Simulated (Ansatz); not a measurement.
C3H3BrO, SMILES BrC=C1CO1, energies of removing a hydrogen

Computed with Ansatz 0.2.0 through its Python package.

At the Python prompt:
```pycon
>>> import ansatz as az
>>> def energy_of(molecule, charge=0, unpaired=0):
...     calc = (
...         molecule.calculation()
...         .basis(gaussian="def2-SVPD")
...         .functional("b3lyp")
...     )
...     if charge:
...         calc = calc.charge(charge)
...     if unpaired:
...         calc = calc.spin("collinear", total=unpaired)
...     return calc.run().report["free_energy_ev"]
...
>>> def without(molecule, index):
...     rest = az.Crystal.molecule()
...     for i, site in enumerate(molecule.cartesian_sites):
...         if i != index:
...             rest = rest.atom(site.symbol, site.position_ang)
...     return rest
...
>>> geometry_ang = [
...     ("Br", (-1.0386, 0.1393, 2.4143)),
...     ("C", (-0.0654, 0.8578, 1.0168)),
...     ("C", (0.1287, 0.2232, -0.1236)),
...     ("C", (0.1121, -0.8442, -0.992)),
...     ("O", (0.8166, 0.4025, -1.2644)),
...     ("H", (0.3498, 1.8594, 1.2078)),
...     ("H", (0.6422, -1.7425, -0.7833)),
...     ("H", (-0.8532, -0.9527, -1.5314)),
... ]
>>> c3h3bro = az.Crystal.molecule()
>>> for symbol, xyz in geometry_ang:
...     c3h3bro = c3h3bro.atom(symbol, xyz)
...
>>> whole = energy_of(c3h3bro, 0)

>>> hydrogen = energy_of(az.Crystal.molecule().atom("H", (0, 0, 0)), 0, 1)
>>> print(f"E(molecule) = {whole:.5f} eV, E(H) = {hydrogen:.5f} eV")
E(molecule) = -75239.37096 eV, E(H) = -13.63995 eV
>>> for index in [5, 7]:
...     radical = energy_of(without(c3h3bro, index), 0, 1)
...     print(f"H{index}: homolysis {(radical + hydrogen - whole):.3f} eV")
...     anion = energy_of(without(c3h3bro, index), -1)
...     print(f"H{index}: loss of a proton {(anion - whole):.3f} eV")
...
H5: homolysis 5.007 eV
H5: loss of a proton 16.965 eV
H7: homolysis 4.738 eV
H7: loss of a proton 16.976 eV
```

Total energies depend on the basis set; only differences at equal settings carry meaning. The geometry is a force-field or estimated start, not a minimum of this method, and the basis set is short of its limit. All parts are taken at fixed geometry, without zero-point energy. b3lyp holds the VWN-RPA fit, as in Gaussian; the form of ORCA and Turbomole is b3lyp5. The spin-orbit lowering of heavy atoms is left out. Hardware and time: 50 s on 1 thread of Arm Neoverse V1 (shared host), peak memory 0.5 GiB.

(Lines on the test bed's own set-up are left out of the output.)
